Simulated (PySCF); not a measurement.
# TiH10O5 (+3): ligand-field states

Wanted: ligand-field states for TiH10O5 (+3).

Programs: PySCF 2.14.0, with routines of our own; each step states its level. All values are computed. Atoms count from 0.

## Step 1: The starting structure

16 atoms, charge 3, states of the metal's open shell are computed; geometry from: model start, shaken.

## Step 2: Geometry optimisation at PBE0-D3(BJ)/def2-SVP

The job: settings as JSON, then the geometry in Å.

```
{"job": {"xc": "PBE0", "basis": "def2-SVP", "d3": "d3bj", "grid": 1, "maxiter": 45, "solvent": "water", "kind": "geom"}, "charge": 3, "metal": "Ti", "open_shell": "d1"}
Ti     0.000020     0.004480    -0.004110
O     -0.013360    -0.006820     1.955130
H      0.775900     0.020100     2.537620
H     -0.784310     0.007350     2.550350
O      0.001580    -0.013960    -1.970440
H      0.785430    -0.020160    -2.551860
H     -0.803520    -0.019340    -2.572630
O      1.966470    -0.019010     0.004070
H      2.547350     0.772200    -0.037750
H      2.536920    -0.775730     0.001700
O     -1.007950     1.698900    -0.014680
H     -1.955800     1.832450    -0.012110
H     -0.601820     2.604800    -0.008750
O     -0.986680    -1.704410     0.000960
H     -0.619710    -2.590390     0.020380
H     -1.966880    -1.803640     0.001790
```

Run with:

```bash
OMP_NUM_THREADS=1 python lf_run.py task.json out
```

This one command runs all jobs of the session in turn.

Log:

```text
step   0  E = -1230.29560626  max force = 0.031384
step   1  E = -1230.30097466  max force = 0.009104
step   2  E = -1230.30128995  max force = 0.005472
step   3  E = -1230.30153353  max force = 0.002317
step   4  E = -1230.30159071  max force = 0.001262
step   5  E = -1230.30163252  max force = 0.000693
step   6  E = -1230.30169729  max force = 0.001787
step   7  E = -1230.30147003  max force = 0.018541
step   8  E = -1230.30231110  max force = 0.009912
step   9  E = -1230.30302167  max force = 0.010977
step  10  E = -1230.30396683  max force = 0.003214
step  11  E = -1230.30557332  max force = 0.008721
step  12  E = -1230.30729559  max force = 0.015804
step  13  E = -1230.30906904  max force = 0.017283
step  14  E = -1230.31058826  max force = 0.009523
step  15  E = -1230.31194322  max force = 0.005345
step  16  E = -1230.31236636  max force = 0.005327
step  17  E = -1230.31374971  max force = 0.013332
step  18  E = -1230.31523238  max force = 0.004737
step  19  E = -1230.31609676  max force = 0.004448
step  20  E = -1230.31752338  max force = 0.005859
step  21  E = -1230.31836756  max force = 0.004494
step  22  E = -1230.31905698  max force = 0.001904
step  23  E = -1230.31916525  max force = 0.003228
step  24  E = -1230.31950203  max force = 0.001387
step  25  E = -1230.31974685  max force = 0.001372
step  26  E = -1230.32014091  max force = 0.001875
step  27  E = -1230.32137043  max force = 0.003445
step  28  E = -1230.32192988  max force = 0.004428
step  29  E = -1230.32258247  max force = 0.002630
step  30  E = -1230.32297459  max force = 0.001562
step  31  E = -1230.32313092  max force = 0.001386
step  32  E = -1230.32322508  max force = 0.001107
step  33  E = -1230.32329774  max force = 0.001258
step  34  E = -1230.32335370  max force = 0.000999
step  35  E = -1230.32338959  max force = 0.000550
step  36  E = -1230.32340496  max force = 0.000374
step  37  E = -1230.32341388  max force = 0.000246
optimisation converged
```

Run time: 22 min. Hardware: 1 thread of Arm Neoverse V1, shared host; peak memory 1.4 GiB.

The steps of the relaxation: (not every step is listed) (the energy doesn't fall at every step)

```tsv
step	energy from step 0 (eV)	largest force component (eV/Å)
0	0.0000	1.6138
1	-0.1461	0.4681
2	-0.1547	0.2814
3	-0.1613	0.1191
4	-0.1628	0.0649
5	-0.1640	0.0356
6	-0.1657	0.0919
7	-0.1596	0.9534
8	-0.1824	0.5097
10	-0.2275	0.1653
12	-0.3181	0.8127
14	-0.4077	0.4897
16	-0.4561	0.2739
18	-0.5341	0.2436
20	-0.5964	0.3013
22	-0.6381	0.0979
24	-0.6502	0.0713
26	-0.6676	0.0964
28	-0.7163	0.2277
30	-0.7447	0.0803
32	-0.7515	0.0569
33	-0.7535	0.0647
34	-0.7550	0.0514
35	-0.7560	0.0283
36	-0.7564	0.0192
37	-0.7567	0.0126
```

Close pairs (by a distance rule), those that changed most:

```tsv
bond	before (Å)	after (Å)	change (Å)
Ti0–O1	1.959	2.004	+0.045
Ti0–O4	1.966	2.004	+0.038
O4–H6	1.005	0.975	-0.031
O7–H9	0.948	0.975	+0.028
O10–H11	0.957	0.976	+0.018
O10–H12	0.993	0.976	-0.017
O13–H14	0.959	0.976	+0.016
O13–H15	0.985	0.976	-0.010
```

The final coordinates are the input of the step that follows.

```tsv
at the end point	value
point group (found at 0.08 Å tolerance)	Cs
rotational constants (GHz, main isotopes)	2.218, 1.869, 1.834
⟨S²⟩	0.752
```

## Step 3: Ligand-field states: state-averaged CASSCF in water

The job: settings as JSON, then the geometry in Å.

```
{"job": {"kind": "lf", "basis": {"metal": "x2c-TZVPall", "ligand": "x2c-SVPall"}, "nevpt": true, "solvent": "water"}, "charge": 3, "metal": "Ti", "open_shell": "d1"}
Ti     0.000000     0.000000     0.000000
O     -0.032694     0.010217     2.003906
H      0.722511    -0.034560     2.617841
H     -0.841566     0.048429     2.546787
O     -0.038673     0.007021    -2.003833
H      0.718596    -0.013853    -2.616621
H     -0.848478     0.018928    -2.546241
O      1.974621    -0.008063     0.007172
H      2.554071    -0.016059    -0.777086
H      2.552366    -0.015881     0.792775
O     -0.937348     1.730737     0.003090
H     -1.157358     2.258311    -0.787460
H     -1.159935     2.252770     0.796547
O     -0.929658    -1.733469    -0.000534
H     -1.166000    -2.247985    -0.795044
H     -1.180945    -2.247140     0.789847
```

Level: state-averaged CASSCF of the metal d shell, SC-NEVPT2 on the averaged canonical orbitals, state-interaction spin-orbit coupling.

Log:

```text
basis functions 168, electrons 69, active (1e, 5o)
stage 1: DIIS on the effective Fock matrix, level shift 0.30
cycle   1  E = -1231.8023011356  dE = -1.232e+03  max|g| = 6.430e-01
cycle   2  E = -1232.6134629418  dE = -8.112e-01  max|g| = 1.662e-01
cycle   3  E = -1232.6451438300  dE = -3.168e-02  max|g| = 1.458e-01
cycle   4  E = -1232.6590472626  dE = -1.390e-02  max|g| = 3.234e-02
cycle   5  E = -1232.6608971871  dE = -1.850e-03  max|g| = 1.022e-02
cycle   6  E = -1232.6610540334  dE = -1.568e-04  max|g| = 5.385e-03
cycle   7  E = -1232.6610884459  dE = -3.441e-05  max|g| = 2.730e-03
cycle   8  E = -1232.6610979877  dE = -9.542e-06  max|g| = 1.382e-03
cycle   9  E = -1232.6610997409  dE = -1.753e-06  max|g| = 6.650e-04
cycle  10  E = -1232.6611001264  dE = -3.854e-07  max|g| = 3.175e-04
cycle  11  E = -1232.6611001942  dE = -6.785e-08  max|g| = 1.774e-04
cycle  12  E = -1232.6611002140  dE = -1.977e-08  max|g| = 1.039e-04
cycle  13  E = -1232.6611002196  dE = -5.603e-09  max|g| = 6.442e-05
cycle  14  E = -1232.6611002212  dE = -1.658e-09  max|g| = 4.243e-05
cycle  15  E = -1232.6611002218  dE = -5.989e-10  max|g| = 2.684e-05
cycle  16  E = -1232.6611002220  dE = -1.914e-10  max|g| = 1.648e-05
cycle  17  E = -1232.6611002221  dE = -6.980e-11  max|g| = 1.020e-05
cycle  18  E = -1232.6611002221  dE = -2.342e-11  max|g| = 6.787e-06
converged average energy = -1232.6611002221

 mult deg   label        CASSCF/cm-1   NEVPT2/cm-1
   2   1   2D                  0.0           0.0
   2   1   2D               2833.3        3426.4
   2   1   2D               9307.5       10390.8
   2   1   2D               9989.8       11078.0
   2   1   2D              20254.9       22264.6

spin-orbit levels / cm-1
      0.00  x2  2D 1.00
   3428.68  x2  2D 1.00
  10372.97  x2  2D 0.97
  11103.89  x2  2D 0.97
  22269.04  x2  2D 1.00
```

It took 11 s on 1 thread of Arm Neoverse V1, shared host; peak memory 0.67 GiB.

In short:

```tsv
quantity	value
spin-orbit constant ζ	135 cm⁻¹
```

Powder susceptibility:

```tsv
T (K)	χT (cm³ K/mol)	μ(eff)
2	0.356	1.69
5	0.356	1.69
10	0.357	1.69
20	0.358	1.69
30	0.359	1.69
50	0.361	1.70
75	0.363	1.70
100	0.365	1.71
150	0.370	1.72
200	0.375	1.73
250	0.380	1.74
300	0.384	1.75
```

Orbitals, density, ELF and potential are computed afterwards from the orbital file.

The spin density lies nearest to Ti0 91 %.

## Step 4: Ligand-field states: state-averaged CASSCF (basis x2c-TZVPall) in water

Settings changed since step 3:

```diff
@@ -1,2 +1,2 @@
-{"job": {"kind": "lf", "basis": {"metal": "x2c-TZVPall", "ligand": "x2c-SVPall"}, "nevpt": true, "solvent": "water"}, "charge": 3, "metal": "Ti", "open_shell": "d1"}
+{"job": {"kind": "lf", "basis": "x2c-TZVPall", "nevpt": true, "solvent": "water"}, "charge": 3, "metal": "Ti", "open_shell": "d1"}
 Ti     0.000000     0.000000     0.000000
```

Method: state-averaged CASSCF of the metal d shell, SC-NEVPT2 on the averaged canonical orbitals, state-interaction spin-orbit coupling.

Log:

```text
basis functions 263, electrons 69, active (1e, 5o)
stage 1: DIIS on the effective Fock matrix, level shift 0.30
cycle   1  E = -1232.2056801829  dE = -1.232e+03  max|g| = 5.760e-01
cycle   2  E = -1233.0639460486  dE = -8.583e-01  max|g| = 1.629e-01
cycle   3  E = -1233.1010828065  dE = -3.714e-02  max|g| = 1.416e-01
cycle   4  E = -1233.1150551146  dE = -1.397e-02  max|g| = 2.258e-02
cycle   5  E = -1233.1163939740  dE = -1.339e-03  max|g| = 1.150e-02
cycle   6  E = -1233.1165994859  dE = -2.055e-04  max|g| = 6.202e-03
cycle   7  E = -1233.1166517112  dE = -5.223e-05  max|g| = 3.133e-03
cycle   8  E = -1233.1166635071  dE = -1.180e-05  max|g| = 1.584e-03
cycle   9  E = -1233.1166654792  dE = -1.972e-06  max|g| = 8.309e-04
cycle  10  E = -1233.1166659738  dE = -4.946e-07  max|g| = 3.752e-04
cycle  11  E = -1233.1166660619  dE = -8.811e-08  max|g| = 2.035e-04
cycle  12  E = -1233.1166660843  dE = -2.242e-08  max|g| = 1.086e-04
cycle  13  E = -1233.1166660896  dE = -5.206e-09  max|g| = 7.539e-05
cycle  14  E = -1233.1166660913  dE = -1.765e-09  max|g| = 5.215e-05
cycle  15  E = -1233.1166660920  dE = -7.130e-10  max|g| = 3.223e-05
cycle  16  E = -1233.1166660923  dE = -2.310e-10  max|g| = 2.037e-05
cycle  17  E = -1233.1166660923  dE = -8.345e-11  max|g| = 1.302e-05
cycle  18  E = -1233.1166660924  dE = -3.070e-11  max|g| = 8.513e-06
converged average energy = -1233.1166660924

 mult deg   label        CASSCF/cm-1   NEVPT2/cm-1
   2   1   2D                  0.0           0.0
   2   1   2D               2794.2        3330.7
   2   1   2D               9141.2       10045.3
   2   1   2D               9822.7       10719.4
   2   1   2D              20002.8       21632.0

spin-orbit levels / cm-1
      0.00  x2  2D 1.00
   3333.02  x2  2D 1.00
  10027.35  x2  2D 0.97 2D 0.03
  10745.71  x2  2D 0.97 2D 0.03
  21636.50  x2  2D 1.00
```

Run time: 25 s. Hardware: 1 thread of Arm Neoverse V1, shared host; peak memory 1 GiB.

Key values:

```tsv
quantity	value
spin-orbit constant ζ	135 cm⁻¹
```

Powder susceptibility:

```tsv
T (K)	χT (cm³ K/mol)	μ(eff)
2	0.355	1.69
20	0.357	1.69
100	0.365	1.71
300	0.384	1.75
```

## Step 5: Ligand field across the series

From the NEVPT2 states (cm⁻¹; the spread is that of the fitted one-electron ligand-field levels):

```tsv
step	setting	ground state	next state	orbital spread	ζ	μ(eff), 300 K
3	as given	2D	2D at 3426	22265	135	1.75
4	basis x2c-TZVPall	2D	2D at 3331	21632	135	1.75
```

## Step 6: What came out

| quantity | value |
| --- | --- |
| point group | Cs |
| rotational constants (main isotopes) | 2.22, 1.87, 1.83 GHz |
| spin-orbit constant ζ (step 3, state-averaged CASSCF in water) | 135 cm⁻¹ |
| ground multiplicity, μ(eff) at 300 K (step 3, 5 donors at 1.97 to 2.00 Å) | 2, 1.75 μB |
| ground multiplicity, μ(eff) at 300 K (step 4, 5 donors at 1.97 to 2.00 Å) | 2, 1.75 μB |

**Reading.** Over 37 steps the energy fell by 0.757 eV; of the close pairs, Ti0–O1 changed most, 1.959 to 2.004 Å. No frequency check was run at this level, so the end point may be a saddle. In step 3, χT goes from 0.36 at 2 K to 0.38 cm³ K/mol at 300 K: nearly flat, so one level governs the whole range.
